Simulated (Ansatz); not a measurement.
**F₂HOSV: small, medium and large basis sets**

One table from this session's results is given with a row withheld; the runs are named, their logs left out.

Method: one geometry, several basis sets; program: Ansatz 0.2.0, Gaussian basis.

The runs, in order: PBE0-D4/def2-SVP; ωB97M-V/def2-SVP; PBE0-D4/def2-QZVPP; ωB97M-V/def2-QZVPP; the functionals' def2-TZVPP values are taken from earlier runs.

### Structure used throughout

An earlier PBE0-D4 in a triple-zeta def2 set relaxation fixed the geometry.

6 atoms, charge 0, spin multiplicity 1.

Atoms are counted from 1 here; the program's logs count them from 0.

Bond lengths: O1–V2 1.734 Å, O1–H6 0.962 Å, V2–F3 1.718 Å, V2–F4 1.718 Å, V2–S5 1.989 Å. Angles: V2–O1–H6 125.7°, O1–V2–F3 109.5°, O1–V2–F4 109.5°, O1–V2–S5 109.0°, F3–V2–F4 110.2°, F3–V2–S5 109.3°, F4–V2–S5 109.3°.

Set-up of the first run:

in.yaml reads:

```yaml
crystal:
  periodic: [false, false, false]
  atoms:
    - {symbol: O, position_ang: [-1.016054, 0.225824, 0.876123]}
    - {symbol: V, position_ang: [0.224882, -0.290540, -0.218687]}
    - {symbol: F, position_ang: [1.319437, -1.328111, 0.604659]}
    - {symbol: F, position_ang: [-0.489557, -1.114485, -1.546540]}
    - {symbol: S, position_ang: [1.205811, 1.306957, -0.884927]}
    - {symbol: H, position_ang: [-1.202318, 1.136354, 1.123173]}
basis:
  gaussian: {orbitals: def2-SVP}
hamiltonian: {xc: pbe0, dispersion: d4}
output: {orbitals: {seedname: orbitals}}
```

Among the steps run: PBE0-D4 in def2-SVP; ωB97M-V in def2-SVP; PBE0-D4 in def2-QZVPP; ωB97M-V in def2-QZVPP.

One table of the session follows, with a row left open; its other results are not shown here.

It belongs to the step «Functionals by basis». 

```
functional       basis  HOMO (eV)  LUMO (eV)
   PBE0-D4    def2-SVP      -8.64      -3.73
   PBE0-D4  def2-TZVPP      -8.67      -3.71
   PBE0-D4  def2-QZVPP      -8.67      -3.72
   ωB97M-V    def2-SVP     -10.74      -1.47
   ωB97M-V  def2-TZVPP     -10.82      -1.51
   ωB97M-V  def2-QZVPP          ?          ?
```

**Question.** Estimate the row for ωB97M-V, def2-QZVPP.

As computed: HOMO (eV): -10.83; LUMO (eV): -1.54. In the column «HOMO (eV)» it is the lowest.
